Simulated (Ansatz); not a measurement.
**AuBr (SMILES [Br][Au]): functionals against CCSD(T) at one geometry**

The task here is to estimate one member of a computed series from the others.

The runs use Ansatz 0.2.0, Gaussian basis; single points in def2-TZVPP.

Correlated methods freeze the cores. Filled d shells of the heavier atoms are correlated. Core potentials replace the inner electrons past krypton, and spin-orbit coupling is left out.

## Where the work starts

SMILES `[Br][Au]`, 2 atoms, charge 0, spin multiplicity 1.

Atoms are counted from 1 here; the program's logs count them from 0.

Bond lengths: Br1–Au2 2.427 Å.

Coordinates:

```mol
AuBr
  3D, bonds by distance, orders not assigned

  2  1  0  0  0  0  0  0  0  0999 V2000
    1.0008   -0.3922    0.5573 Br  0  0
   -1.0279    0.3960   -0.5167 Au  0  0
  1  2  8  0
M  END
```

Set-up of the first run:

File run/in.yaml:

```yaml
crystal:
  periodic: [false, false, false]
  atoms:
    - {symbol: Br, position_ang: [1.000800, -0.392200, 0.557300]}
    - {symbol: Au, position_ang: [-1.027900, 0.396000, -0.516700]}
basis:
  gaussian: {orbitals: def2-TZVPP}
correlation: {method: ccsd_t}
output: {forces: true}
```

The command line of these runs was not kept.

Steps of the session up to this table: CCSD(T)/def2-TZVPP; PBE0-D4/def2-TZVPP; wB97M-V/def2-TZVPP; r2SCAN-D4/def2-TZVPP; PBE-D4/def2-TZVPP; BHLYP-D4/def2-TZVPP; BLYP-D4/def2-TZVPP.

One of the session's tables, all rows but one given; the rest of the session is left out.

| method | RMS force component (eV/Å) | dipole (D) |
| --- | --- | --- |
| CCSD(T) | 0.571 | 3.85 |
| PBE0-D4 | 0.526 | 3.72 |
| wB97M-V | 0.458 | 4.27 |
| r2SCAN-D4 | 0.587 | 3.36 |
| PBE-D4 | ? | ? |
| BHLYP-D4 | 0.343 | 4.28 |
| BLYP-D4 | 0.213 | 2.84 |

Estimate the missing values for PBE-D4.

As computed: RMS force component (eV/Å): 0.458; dipole (D): 2.98.
